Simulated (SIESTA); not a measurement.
Runs of SIESTA 5.4.2 on BiTe. It takes space group Fm-3m (No. 225, cubic). Conventional cell: a = 6.470 Å, b = 6.470 Å, c = 6.470 Å, α = 90.00°, β = 90.00°, γ = 90.00°. Bi (site symmetry m-3m) has 6 Te at 3.23 Å as nearest neighbours. Around Te (site symmetry m-3m) lie 6 Bi at 3.23 Å. 

```csv
task,level,potentials or basis,spin,cell,k mesh,optimiser,force tolerance,stress tolerance (GPa),broadening (eV),window from (eV),grid cutoff,energy shift,gap on the mesh (eV),pressure (GPa),relaxed volume (Å³/atom)
relaxation of cell and atoms,PBE-libxc,"PseudoDojo 0.4 standard (PBE files), SZ (energy shift 0.002 Ry)","non-collinear, ferromagnetic start",relaxed,5 × 5 × 5,Broyden,0.01 eV/Å,0.05,-,-,750 Ry,0.002 Ry,none,0.0,37.56
relaxation of cell and atoms,PW86PBE,"PseudoDojo 0.4 stringent (PBE files), DZP (energy shift 0.002 Ry)",off,relaxed,7 × 7 × 7,-,0.01 eV/Å,-,-,-,500 Ry,0.002 Ry,none,0.0,(b)
single point,PBE,"PseudoDojo 0.4 standard (PBE files), DZP (energy shift 0.003 Ry; two zetas on semicore shells)",off,as given,7 × 7 × 7,-,-,-,-,-,500 Ry,0.003 Ry,none,(a),-
single point,PBE,"PseudoDojo 0.4 standard (PBE files), DZP (energy shift 0.002 Ry)",off,as given,7 × 7 × 7,-,-,-,-,-,500 Ry,0.002 Ry,none,1.8,-
density of states,PW86PBE,"PseudoDojo 0.4 standard (PBE files), SZ (energy shift 0.02 Ry)",off,as given,7 × 7 × 7,-,-,-,0.2 eV,-25 eV,500 Ry,0.02 Ry,none,1.4,-
```

Alike in all rows: smearing fermi-dirac 0.05 eV.

**Question.** Fill in the values left out.

**Answer.** (a) 1.7; (b) 33.99.

Caveats: spin-orbit coupling is left out, which moves the levels of the heavy elements; the basis of atomic orbitals isn't converged, which shifts pressures, moduli and gaps; the basis has no polarisation orbitals (some runs); semicore shells carry a single zeta, which can move pressures by several GPa and volumes by a few percent (some runs); the potentials were made for another functional, which shifts forces and pressure (some runs); the volume moved by +11 % from the deposited cell, more than functionals usually miss (some runs); the valence orbitals were made in a potential fitted to the semicore shell under them, which widens gaps by tenths of an eV or more (some runs).

A k mesh can miss the band edges, and the runs leave out spin-orbit coupling on Bi, Te.

A gap of «none» marks a metal or a gap under the smearing width.

Not every run made on this cell is shown here.
